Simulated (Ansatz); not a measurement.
**CH₃FMoOS: basis-set convergence**

An exercise on one series of results from a longer session: the logs are not shown, and one member is left open.

Method: one geometry, several basis sets; program: Ansatz 0.2.0, Gaussian basis.

Levels to be run: PBE0-D4/def2-SVP; ωB97M-V/def2-SVP; PBE0-D4/def2-QZVPP; ωB97M-V/def2-QZVPP; the functionals' def2-TZVPP values are taken from earlier runs.

### Structure used throughout

An earlier PBE0-D4 in a triple-zeta def2 set relaxation fixed the geometry. Mo takes the def2 core potential; no spin-orbit term is included.

SMILES `[CH3][Mo](=[O])([F])=[S]`, 8 atoms, charge 0, spin multiplicity 1.

Atoms are counted from 1 here; the program's logs count them from 0.

Bond lengths: C1–Mo2 2.085 Å, C1–H6 1.090 Å, C1–H7 1.096 Å, C1–H8 1.093 Å, Mo2–O3 1.664 Å, Mo2–F4 1.842 Å, Mo2–S5 2.101 Å. Angles: Mo2–C1–H6 111.8°, Mo2–C1–H7 106.6°, Mo2–C1–H8 109.0°, H6–C1–H7 109.4°, H6–C1–H8 109.6°, H7–C1–H8 110.5°, C1–Mo2–O3 104.2°, C1–Mo2–F4 110.1°, C1–Mo2–S5 104.2°, O3–Mo2–F4 114.7°, O3–Mo2–S5 109.0°, F4–Mo2–S5 113.8°.

Set-up of the first run:

Contents of in.yaml:

```yaml
crystal:
  periodic: [false, false, false]
  atoms:
    - {symbol: C, position_ang: [-0.392288, 0.900800, 0.473992]}
    - {symbol: Mo, position_ang: [0.303322, -0.864651, -0.390491]}
    - {symbol: O, position_ang: [-0.950293, -1.362086, -1.364430]}
    - {symbol: F, position_ang: [0.781765, -2.066636, 0.920976]}
    - {symbol: S, position_ang: [1.906562, -0.247848, -1.599791]}
    - {symbol: H, position_ang: [-0.705727, 1.624017, -0.279580]}
    - {symbol: H, position_ang: [-1.252596, 0.626758, 1.094834]}
    - {symbol: H, position_ang: [0.401356, 1.332445, 1.088691]}
basis:
  gaussian: {orbitals: def2-SVP}
hamiltonian: {xc: pbe0, dispersion: d4}
output: {orbitals: {seedname: orbitals}}
```

Launch:

```bash
> ansatz run in.yaml --threads 4 --pin off --events-out ev --progress --plain --max-ram 10444MiB
```

Among the steps run: PBE0-D4 in def2-SVP; ωB97M-V in def2-SVP; PBE0-D4 in def2-QZVPP; ωB97M-V in def2-QZVPP.

One table of the session follows, with a row left open; its other results are not shown here.

It belongs to the step «Functionals by basis». 

| functional | basis | HOMO (eV) | LUMO (eV) |
| --- | --- | --- | --- |
| PBE0-D4 | def2-SVP | -8.02 | -3.38 |
| PBE0-D4 | def2-TZVPP | -8.00 | -3.36 |
| PBE0-D4 | def2-QZVPP | -8.01 | -3.37 |
| ωB97M-V | def2-SVP | -10.10 | -1.26 |
| ωB97M-V | def2-TZVPP | ? | ? |
| ωB97M-V | def2-QZVPP | -10.12 | -1.30 |

**Question.** Estimate the row for ωB97M-V, def2-TZVPP.

The run gave: HOMO (eV): -10.11; LUMO (eV): -1.28. In the column «HOMO (eV)» it lies between ωB97M-V, def2-QZVPP (-10.12) and ωB97M-V, def2-SVP (-10.10).
